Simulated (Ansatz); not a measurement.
# In₃SbTe₂, space group P-3m1: a relaxation of cell and ions

Program: Ansatz 0.2.0 through its Python package.

`in3sbte2.extxyz`
```text
6
Lattice="4.42809632 0.0 0.0 -2.21404816 3.83484391 0.0 0.0 0.0 10.756447" Properties=species:S:1:pos:R:3 pbc="T T T"
In    0.00000000    0.00000000    5.37822350
In   -0.00000002    2.55656262    1.68796620
In    2.21404818    1.27828129    9.06848080
Sb    0.00000000    0.00000000    0.00000000
Te   -0.00000002    2.55656262    7.22495486
Te    2.21404818    1.27828129    3.53149214
```

Run as a notebook:

In [1]:
```python
import ansatz as az
import numpy as np
```

In [2]:
```python
KGRID = (6, 6, 2)
OCCUPATIONS = "fermi_dirac"
FMAX = 0.05

def edges_and_angles(cell):
    cell = np.asarray(cell)
    a, b, c = np.linalg.norm(cell, axis=1)
    cosines = cell[1] @ cell[2] / (b * c), cell[0] @ cell[2] / (a * c), cell[0] @ cell[1] / (a * b)
    return (a, b, c, *np.degrees(np.arccos(cosines)))
```

In [3]:
```python
in3sbte2 = az.Crystal.from_extxyz("in3sbte2.extxyz")
```

In [4]:
```python
len(in3sbte2.resolved().sites)
```
Out [4]:
```text
6
```

In [5]:
```python
# every cell quantity that the symmetry leaves free
calc = (
    in3sbte2.calculation()
    .kpoints(*KGRID)
    .occupations(OCCUPATIONS)
    .relax(force_tolerance=FMAX, max_steps=100, cell=True)
)
steps = []


def collect(event):
    if event["event"] == "relax_step":
        steps.append(event["data"])


res = calc.session().plan().execute(on_event=collect)
rep = res.report
```
```text
DeckWarning: basis.ecutwfc = 420 eV, auto-derived from the records' recommended cutoffs: set by In (normal level)
```

In [6]:
```python
rep["n_kpoints"], rep["n_symmetry_ops"], rep["n_pw"]
```
Out [6]:
```text
(14, 12, 3595)
```

In [7]:
```python
print("step   energy (eV)     max comp. (eV/A)   P (GPa)  SCF")
for s in steps:
    print(f"{s['step']:4d} {s['lagrangian_ev']:15.5f} {s['allowed_force_max_ev_ang']:12.4f} {s['pressure_gpa']:10.3f} {s['n_scf']:5d}")
```
```text
step   energy (eV)     max comp. (eV/A)   P (GPa)  SCF
   1    -37239.16304       0.1077     -0.192     8
   2    -37239.16601       0.0607      0.094     6
   3    -37239.16745       0.0082      0.019     6
   4    -37239.16722       0.0082      0.019     6
```

In [8]:
```python
first, last = steps[0], steps[-1]
symbols = [site.symbol for site in res.lattice.sites]
print(f"energy gained {first['lagrangian_ev'] - last['lagrangian_ev']:.4f} eV in {len(steps) - 1} steps")
for label, vectors in (("before", first["cell_ang"]), ("after", res.lattice.cell_ang)):
    print(label, "a b c (A) {:.4f} {:.4f} {:.4f}  angles {:.2f} {:.2f} {:.2f}".format(*edges_and_angles(vectors)), f" V = {abs(np.linalg.det(vectors)):.3f} A^3")
print("final stress xx yy zz (GPa, compression positive):", np.round(np.diag(rep["stress_gpa"]), 3) + 0.0)
```
```text
energy gained 0.0042 eV in 3 steps
before a b c (A) 4.4281 4.4281 10.7564  angles 90.00 90.00 120.00  V = 182.656 A^3
after a b c (A) 4.4081 4.4081 10.7996  angles 90.00 90.00 120.00  V = 181.733 A^3
final stress xx yy zz (GPa, compression positive): [ 0.031  0.031 -0.005]
```

In [9]:
```python
print("relaxed fractional positions")
for site in res.lattice.sites:
    print(f"  {site.symbol:2s}", " ".join(f"{v % 1:8.5f}" for v in np.round(site.position_frac, 5)))

print("atom   start x y z (A)              end x y z (A)")
for symbol, a, b in zip(symbols, first["positions_ang"], last["positions_ang"]):
    print(f"{symbol:3s}", " ".join(f"{v:8.4f}" for v in a), "  ", " ".join(f"{v:8.4f}" for v in b))
```
```text
relaxed fractional positions
  In  0.00000  0.00000  0.50000
  In  0.33333  0.66667  0.15495
  In  0.66667  0.33333  0.84505
  Sb  0.00000  0.00000  0.00000
  Te  0.33333  0.66667  0.67097
  Te  0.66667  0.33333  0.32903
atom   start x y z (A)              end x y z (A)
In    0.0000   0.0000   5.3782     -0.0000  -0.0000   5.3998
In    0.0000   2.5566   1.6880      0.0000   2.5450   1.6734
In    2.2140   1.2783   9.0685      2.2040   1.2725   9.1263
Sb    0.0000   0.0000   0.0000     -0.0000  -0.0000   0.0000
Te    0.0000   2.5566   7.2250     -0.0000   2.5450   7.2462
Te    2.2140   1.2783   3.5315      2.2040   1.2725   3.5534
```

In [10]:
```python
print(f"free energy      {rep['free_energy_ev']:.5f} eV")
print(f"per atom         {rep['free_energy_ev'] / len(res.lattice.sites):.5f} eV")
print(f"SCF iterations   {rep['n_iterations']}  (converged: {rep['converged']})")
```
```text
free energy      -37239.16722 eV
per atom         -6206.52787 eV
SCF iterations   6  (converged: True)
```

In [11]:
```python
print(len(rep["kpoints_frac"]), "irreducible k-points (fractions, weight)")
for k, weight in list(zip(rep["kpoints_frac"], rep["kweights"]))[:20]:
    print("  {:8.4f} {:8.4f} {:8.4f}".format(*k), f"{weight:10.6f}")
```
```text
14 irreducible k-points (fractions, weight)
    0.0000   0.0000   0.0000   0.013889
    0.0000   0.0000  -0.5000   0.013889
    0.0000   0.1667   0.0000   0.083333
    0.0000   0.1667  -0.5000   0.083333
    0.0000   0.3333   0.0000   0.083333
    0.0000   0.3333  -0.5000   0.083333
    0.0000  -0.5000   0.0000   0.041667
    0.0000  -0.5000  -0.5000   0.041667
    0.1667   0.1667   0.0000   0.083333
    0.1667   0.1667  -0.5000   0.083333
    0.1667   0.3333   0.0000   0.166667
    0.1667   0.3333  -0.5000   0.166667
    0.3333   0.3333   0.0000   0.027778
    0.3333   0.3333  -0.5000   0.027778
```

Caveats:
- Total energies depend on the potentials; only differences at equal settings carry meaning.
- The mesh is modest for a metal, so energies can be off by several to tens of meV an atom and pressures by half a GPa or more; differences at equal mesh fare better.
- Energies along a relaxation are free energies. Rows at an unchanged volume are solved on a plane-wave basis chosen afresh for that cell, so the energy can jump there; the script counts such rows among its steps.
- No functional is typed, so the default, PBE, holds.
- This cell is a computed structure, which may not be the phase found in nature.
- Warnings are shown shortened and without file and line.
- Hardware and time: 34 s on 1 thread of Arm Neoverse V1 (shared host), peak memory 0.53 GiB.
